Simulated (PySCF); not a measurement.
# UMP2/ANO-RCC-VDZP (sfX2C) run of WF5 (SMILES [F][W]([F])([F])([F])[F])

Aim: the vertical doublet–quartet gap of WF5 at UMP2/ANO-RCC-VDZP (sfX2C), from 2 runs. Input form: a Python script.

The calculation is run with PySCF 2.14.0.

### Step 1. Starting point

WF5 has 6 atoms, charge 0, and is taken as a doublet. SMILES: `[F][W]([F])([F])([F])[F]`. Geometry: a GFN2-xTB relaxation, a rough one for these elements and not checked as a minimum.

Bond lengths: W1–F2 1.843 Å, W1–F3 1.841 Å, W1–F4 1.828 Å, W1–F5 1.900 Å, W1–F6 1.902 Å. Angles: F2–W1–F3 164.3°, F2–W1–F4 82.2°, F2–W1–F5 110.3°, F2–W1–F6 81.7°, F3–W1–F4 82.1°, F3–W1–F5 82.0°, F3–W1–F6 110.7°, F4–W1–F5 140.8°, F4–W1–F6 139.1°, F5–W1–F6 80.1°.

### Step 2. The energy at UMP2/ANO-RCC-VDZP (sfX2C)

geometry.xyz

```xyz
6

W      0.096660     0.005360    -0.000050
F      0.331670    -0.258480     1.808950
F      0.363660     0.277860    -1.801350
F      1.924450    -0.004200     0.013070
F     -1.367790     1.175260    -0.311570
F     -1.348650    -1.195810     0.290950
```

input.py

```python
from pyscf import gto, mp

mol = gto.M(
    atom='geometry.xyz',
    spin=1,
    max_memory=1860,
    verbose=3,
    basis='ano-rcc-vdzp',
)

calc0 = mol.UHF()
calc0 = calc0.x2c()
calc0.conv_tol = 1e-10
calc0.kernel()
if not calc0.converged:
    calc0 = calc0.newton().run(calc0.mo_coeff, calc0.mo_occ)

pt = mp.MP2(calc0, frozen=35).run()
energy = pt.e_tot
print('E(%s) = %.9f' % ('MP2', energy))
```

The run is started by

```
$ OMP_NUM_THREADS=1 python input.py
```

The log of the run:

```text
converged SCF energy = -16637.9380753005  <S^2> = 0.75407348  2S+1 = 2.0040693
E(UMP2) = -16639.2780956304  E_corr = -1.34002032994794
E(SCS-UMP2) = -16639.1816475856  E_corr = -1.24357228510959
E(MP2) = -16639.278095630
```

Wall time 2.1 min (1 thread of Arm Neoverse V2, shared host); peak memory 0.71 GiB.

### Step 3. The quartet, same level

start.xyz

```xyz
6
F5W
W      0.096660     0.005360    -0.000050
F      0.331670    -0.258480     1.808950
F      0.363660     0.277860    -1.801350
F      1.924450    -0.004200     0.013070
F     -1.367790     1.175260    -0.311570
F     -1.348650    -1.195810     0.290950
```

calc.py

```python
from pyscf import gto, scf, mp

mol = gto.M(
    atom='start.xyz',
    spin=3,
    basis='ano-rcc-vdzp',
    max_memory=1860,
    verbose=4,
    charge=0,
)

mf = scf.UHF(mol)
mf = mf.sfx2c1e()
mf.conv_tol = 1e-10
mf.kernel()
if not mf.converged:
    mf = mf.newton().run(mf.mo_coeff, mf.mo_occ)

pt = mp.MP2(mf, frozen=35).run()
e_tot = pt.e_tot
print('E(%s) = %.9f' % ('MP2', e_tot))
```

The run is started by

```
$ OMP_NUM_THREADS=1 python calc.py
```

The log of the run:

```text
PySCF version 2.14.0

[INPUT] num. atoms = 6
[INPUT] num. electrons = 119
[INPUT] charge = 0
[INPUT] spin (= nelec alpha-beta = 2S) = 3
[INPUT] symmetry False subgroup None
[INPUT] Mole.unit = angstrom
[INPUT] Symbol           X                Y                Z      unit          X                Y                Z       unit  Magmom
[INPUT]  1 W      0.096660000000   0.005360000000  -0.000050000000 AA    0.182660927200   0.010128932028  -0.000094486306 Bohr   0.0
[INPUT]  2 F      0.331670000000  -0.258480000000   1.808950000000 AA    0.626765463734  -0.488456408678   3.418420073032 Bohr   0.0
[INPUT]  3 F      0.363660000000   0.277860000000  -1.801350000000 AA    0.687217802459   0.525079300972  -3.404058154485 Bohr   0.0
[INPUT]  4 F      1.924450000000  -0.004200000000   0.013070000000 AA    3.636683440419  -0.007936849723   0.024698720448 Bohr   0.0
[INPUT]  5 F     -1.367790000000   1.175260000000  -0.311570000000 AA   -2.584748495919   2.220919525156  -0.588781968631 Bohr   0.0
[INPUT]  6 F     -1.348650000000  -1.195810000000   0.290950000000 AA   -2.548579137895  -2.259753397016   0.549815815942 Bohr   0.0

nuclear repulsion = 1098.33992890565
number of shells = 20
number of NR pGTOs = 580
number of NR cGTOs = 138
basis = ano-rcc-vdzp
ecp = {}

[... 24 lines left out ...]
[... the frontier-level lines of each cycle are left out ...]
[... 79 lines left out ...]
SCF not converged.
SCF energy = -16637.7179820223 after 50 cycles  <S^2> = 3.8242245  2S+1 = 4.0369417
[... 17 lines left out ...]
******** <class 'pyscf.x2c.sfx2c1e.SpinFreeX2CHelper'> ********
approx = 1e
xuncontract = 1
******** <class 'pyscf.x2c.sfx2c1e.sfX2C1eUHF'> Newton solver flags ********
SCF tol = 1e-10
conv_tol_grad = None
max. SCF cycles = 50
direct_scf = True
direct_scf_tol = 1e-13
max_cycle_inner = 12
max_stepsize = 0.05
ah_start_tol = 1e+09
ah_level_shift = 0
ah_conv_tol = 1e-12
ah_lindep = 1e-14
ah_start_cycle = 1
ah_max_cycle = 40
ah_grad_trust_region = 2.5
kf_interval = 4
kf_trust_region = 5
canonicalization = True
Set conv_tol_grad to 1e-05
Initial guess E= -16637.7179820223  |g|= 0.000473388
macro= 0  E= -16637.7180090385  delta_E= -2.70162e-05  |g|= 0.000473388  1 KF 5 JK
macro= 1  E= -16637.7180360152  delta_E= -2.69766e-05  |g|= 0.000896385  4 KF 28 JK
macro= 2  E= -16637.71803792  delta_E= -1.90482e-06  |g|= 7.94831e-05  3 KF 35 JK
macro= 3  E= -16637.7180379208  delta_E= -8.14907e-10  |g|= 1.19914e-05  1 KF 6 JK
macro= 4  E= -16637.7180379211  delta_E= -2.76486e-10  |g|= 1.88589e-05  1 KF 7 JK
macro= 5  E= -16637.7180379211  delta_E= 3.63798e-12  |g|= 3.02647e-06  1 KF 2 JK
Canonicalize SCF orbitals
macro X = 6  E=-16637.7180379211  |g|= 3.02647e-06  total 12 KF 90 JK
converged SCF energy = -16637.7180379211  <S^2> = 3.8221283  2S+1 = 4.035903

******** <class 'pyscf.mp.ump2.UMP2'> ********
nocc = (np.int64(26), np.int64(23)), nmo = (103, 103)
frozen orbitals 35
E(UMP2) = -16639.041213605  E_corr = -1.32317568389412
E(SCS-UMP2) = -16638.9401992097  E_corr = -1.22216128864994
E_corr(same-spin) = -0.421903306180393
E_corr(oppo-spin) = -0.901272377713731
E(MP2) = -16639.041213605
```

Run time: 2.8 min. Hardware: 1 thread of Arm Neoverse V2, shared host; peak memory 0.7 GiB.

### Step 4. Summary of results

Level: UMP2/ANO-RCC-VDZP (sfX2C), 35 core orbitals frozen.

| quantity | value |
| --- | --- |
| doublet: total energy | -16639.27810 Eh |
| doublet: dipole moment (Hartree–Fock density) | 1.41 D |
| doublet: HOMO energy (Hartree–Fock orbitals) (highest over α and β) | -14.51 eV |
| doublet: LUMO energy (Hartree–Fock orbitals) (lowest over α and β) | -2.15 eV |
| doublet: correlation energy (35 core orbitals frozen) | -1340.0 mEh |
| doublet: ⟨S²⟩ of the reference determinant | 0.754 |
| quartet: total energy | -16639.04121 Eh |
| quartet: dipole moment (Hartree–Fock density) | 3.67 D |
| quartet: HOMO energy (Hartree–Fock orbitals) (highest over α and β) | -11.88 eV |
| quartet: LUMO energy (Hartree–Fock orbitals) (lowest over α and β) | -7.94 eV |
| quartet: correlation energy (35 core orbitals frozen) | -1323.2 mEh |
| quartet: ⟨S²⟩ of the reference determinant | 3.822 |
| vertical energy of the quartet above the doublet | 6.446 eV |

In words: At this shape the quartet lies 6.45 eV (149 kcal/mol) above the doublet.
